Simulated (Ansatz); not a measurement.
# BCl2H4N: the cost of one run

Program: Ansatz 0.2.0. Level of theory: RHF/def2-SVP. These are calculated values, not measurements.

### Step 1. Starting point

Bond lengths: B1–Cl3 1.860 Å, B1–Cl4 1.860 Å, B1–N5 1.850 Å, N5–H6 1.060 Å, N5–H7 1.060 Å. Angles: Cl3–B1–Cl4 120.0°, Cl3–B1–N5 97.0°, Cl4–B1–N5 101.2°, B1–N5–H6 120.0°, B1–N5–H7 120.0°, H6–N5–H7 120.0°.

Coordinates:

```xyz
8

B     0.0000    0.0000    0.0000
H     0.0000    0.0000    1.5400
Cl    1.6108    0.0000   -0.9300
Cl   -1.6108    0.0000   -0.9300
N     0.0773   -1.7539    0.5833
H    -0.4410   -2.5119    0.0539
H     0.6400   -2.0009    1.4471
H     0.0395   -0.8969    1.5631
```

### Step 2. A restrained relaxation towards end A

Springs on the bonds that form and break draw the guess towards this end; the thresholds are loose.

Input file input.yaml:

```yaml
crystal:
  periodic: [false, false, false]
  atoms:
    - { symbol: B, position_ang: [0.0, 0.0, 0.0] }
    - { symbol: H, position_ang: [0.0, 0.0, 1.54] }
    - { symbol: Cl, position_ang: [1.6108, 0.0, -0.93] }
    - { symbol: Cl, position_ang: [-1.6108, 0.0, -0.93] }
    - { symbol: "N", position_ang: [0.0773, -1.7539, 0.5833] }
    - { symbol: H, position_ang: [-0.441, -2.5119, 0.0539] }
    - { symbol: H, position_ang: [0.64, -2.0009, 1.4471] }
    - { symbol: H, position_ang: [0.0395, -0.8969, 1.5631] }
basis:
  gaussian: { orbitals: def2-SVP }
hamiltonian:
  xc: hf
relax:
  f_tol: 0.15
  max_steps: 25
  restrain:
    - { distance: [0, 4], at: 2.75, k: 30.0 }
    - { distance: [7, 1], at: 1.86, k: 30.0 }
    - { distance: [0, 1], at: 1.19, k: 30.0 }
    - { distance: [7, 4], at: 1.06, k: 30.0 }
```

Command:

```bash
$ ansatz run input.yaml --threads 1 --pin off --max-ram 2048MiB --backend cpu --events-out ev --progress --plain --runs-dir out
```

**Question.** How long does this run take on 1 thread of Arm Neoverse V2, shared host, and how much memory does it need?

About 13 s, with a peak of 0.15 GiB.
